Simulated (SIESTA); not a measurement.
# MoP in SIESTA: the effect of functional

MoP, a slab with vacuum:

```
Mo P
1.0
     3.19100    0.00000    0.00000
     0.00000    3.22300    0.00000
     0.00000    0.00000   24.30400
Mo P
4 4
Direct
  0.00000 0.50000 0.30859
  0.00000 0.00000 0.42344
  0.00000 0.50000 0.53828
  0.00000 0.00000 0.65313
  0.50000 0.00000 0.34687
  0.50000 0.50000 0.46172
  0.50000 0.00000 0.57656
  0.50000 0.50000 0.69141
```

Alike in all runs:

| Quantity | Value |
| --- | --- |
| Program | SIESTA 5.4.2 |
| Task | single point |
| Basis | DZP (energy shift 0.003 Ry; two zetas on semicore shells) |
| Grid cutoff | 800 Ry |
| Energy shift | 0.003 Ry |
| k mesh | 6 × 6 × 1 |
| Occupations | fermi-dirac, width 0.05 eV |
| Spin | no spin polarisation |

Question: One run gave: largest force 1.79 eV/Å; work function 4.52 eV. Which functional did it use?
A. revPBE
B. WC
C. PBE
D. LDA
E. PBEsol

Answer: A.

```tsv
functional	potentials or basis	largest force (eV/Å)	work function (eV)
LDA	PseudoDojo 0.4 standard (LDA files)	2.12	4.90
PBEsol	PseudoDojo 0.4 standard (PBEsol files)	1.92	4.72
AM05	PseudoDojo 0.4 standard (PBEsol files)	2.01	4.61
WC	PseudoDojo 0.4 standard (PBEsol files)	1.84	4.70
PBE	PseudoDojo 0.4 standard (PBE files)	1.78	4.63
PW91	PseudoDojo 0.4 standard (PBE files)	1.80	4.67
revPBE	PseudoDojo 0.4 standard (PBE files)	1.79	4.52
```

Caveats: the potentials were made for another functional, which shifts forces and pressure (some runs).
